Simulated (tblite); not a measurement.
# C11H11ClO2: the cost of one run

Programs: tblite 0.8.0 and PySCF 2.14.0, with density-fitted response routines of our own. Each step states its level of theory. These are calculated values for one molecule in the gas phase, unless marked as measured. Atoms count from 0, in the outputs and in this text.

## (1) Starting geometry

25 atoms, charge 0, multiplicity 1; geometry from: force field or distance geometry start.

Bonds of the start (Å): C0–C1 1.51, C1–Cl2 1.78, C1–C3 1.48, C3–C4 1.36, C4–C5 1.51, C5–O6 1.37, O6–C7 1.38, C7–O8 1.28, C5–C9 1.51, C9–C10 1.35, C10–C11 1.50, C11–C12 1.50, C12–C13 1.36, C11–C3 1.50, C13–C5 1.51, C0–H14 1.11, C0–H15 1.13, C0–H16 1.10, C1–H17 1.12, C4–H18 1.07, C7–H19 1.08, C9–H20 1.08, C10–H21 1.09, C11–H22 1.07, C12–H23 1.07, C13–H24 1.08.

## (2) Geometry optimisation with GFN2-xTB

The job: settings as JSON, then the geometry in Å.

```
{"job": {"kind": "relax", "xc": "GFN2-xTB", "basis": "xTB"}, "charge": 0, "multiplicity": 1}
C     -2.547600    -1.549800    -0.065200
C     -2.322500    -0.056700    -0.072200
Cl    -3.372600     0.803300     1.075500
C     -0.898600     0.330900     0.060700
C      0.055500    -0.631700     0.182500
C      1.460400    -0.097400     0.282500
O      2.456600    -1.028500     0.368900
C      2.749500    -1.998900    -0.562800
O      2.033100    -2.049700    -1.618200
C      1.365300     0.861800     1.441800
C      0.403700     1.806500     1.337100
C     -0.444000     1.760200     0.094600
C      0.591700     1.792600    -0.993900
C      1.553100     0.834300    -0.905800
H     -1.896400    -1.944300    -0.878400
H     -3.612800    -1.806400    -0.335300
H     -2.348900    -2.003700     0.917300
H     -2.615800     0.275600    -1.097500
H     -0.170300    -1.673500     0.186100
H      3.553200    -2.713200    -0.423000
H      2.023400     0.814700     2.301900
H      0.256200     2.554100     2.113700
H     -1.204200     2.503900     0.035800
H      0.582300     2.496000    -1.799700
H      2.338800     0.744000    -1.637200
```

Command:

```
$ OMP_NUM_THREADS=2 python probes_run.py task.json out
```

This one command runs all jobs of the session in turn.

Q: Estimate the wall time and peak memory of this first job on 2 threads of Intel Xeon Platinum 8259CL at 2.50GHz, shared host.

About 2.4 s, with a peak of 0.18 GiB.
